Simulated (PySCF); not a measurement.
# C2H7BF2Si: electronic excitations

Wanted: the electronic excitations of C2H7BF2Si (`C[C@@H]([SiH3])B(F)F`), by calculation.

Computed with PySCF 2.14.0, with density-fitted response routines of our own, on a single molecule in the gas phase. Atoms are numbered from 0 throughout.

## 1. The starting structure

13 atoms, charge 0, multiplicity 1; geometry from: GFN2-xTB.

Bonds of the start (Å): C0–C1 1.53, C1–Si2 1.93, C1–B3 1.55, B3–F4 1.33, B3–F5 1.32, C0–H6 1.09, C0–H7 1.09, C0–H8 1.09, C1–H9 1.09, Si2–H10 1.46, Si2–H11 1.46, Si2–H12 1.46.

## 2. TDDFT and polarisability: wB97X-D/def2-SVPD

Job settings and geometry (Å):

```
{"job": {"kind": "uv", "xc": "wB97X-D", "basis": "def2-SVPD", "nstates": 8, "ntriplets": 3}, "charge": 0, "multiplicity": 1}
C     -0.605172    -1.366489    -0.305825
C     -0.429069     0.035297     0.288634
Si     1.437753     0.379116     0.630953
B     -0.936325     1.193294    -0.614723
F     -1.279036     2.380715    -0.135648
F     -0.972894     1.133802    -1.936214
H     -0.174633    -1.413732    -1.303017
H     -1.661309    -1.618563    -0.385033
H     -0.121131    -2.119226     0.313361
H     -0.923324     0.077045     1.263109
H      1.880105    -0.686727     1.533238
H      2.184744     0.316665    -0.625642
H      1.595903     1.689288     1.259077
```

With the program's defaults for keys left out, this is: TDDFT wB97X-D/def2-SVPD, vertical, gas phase, core orbitals frozen in the response.

The run is started by

```console
$ OMP_NUM_THREADS=1 python probes_run.py task.json out
```

This one command runs all jobs of the session in turn.

Predict these results of the whole session: lowest singlet (wB97X-D/def2-SVPD); brightest single state of those computed; lowest triplet.

**Answer**, as computed:

| quantity | value |
| --- | --- |
| lowest singlet (wB97X-D/def2-SVPD) | 7.64 eV (162 nm), f = 0.122 |
| brightest single state of those computed | state 8, 9.07 eV, f = 0.145 |
| lowest triplet | 6.89 eV |

**Reading.** The first singlet state (HOMO→LUMO 0.72, HOMO→LUMO+1 0.16) lies at 7.64 eV and is bright; of the 8 states computed, the strongest absorption comes from state 8 at 9.07 eV (the last computed, so partners may be missing). The lowest triplet lies 0.75 eV below the lowest singlet (triplets in Tamm-Dancoff, singlets in full TDDFT).
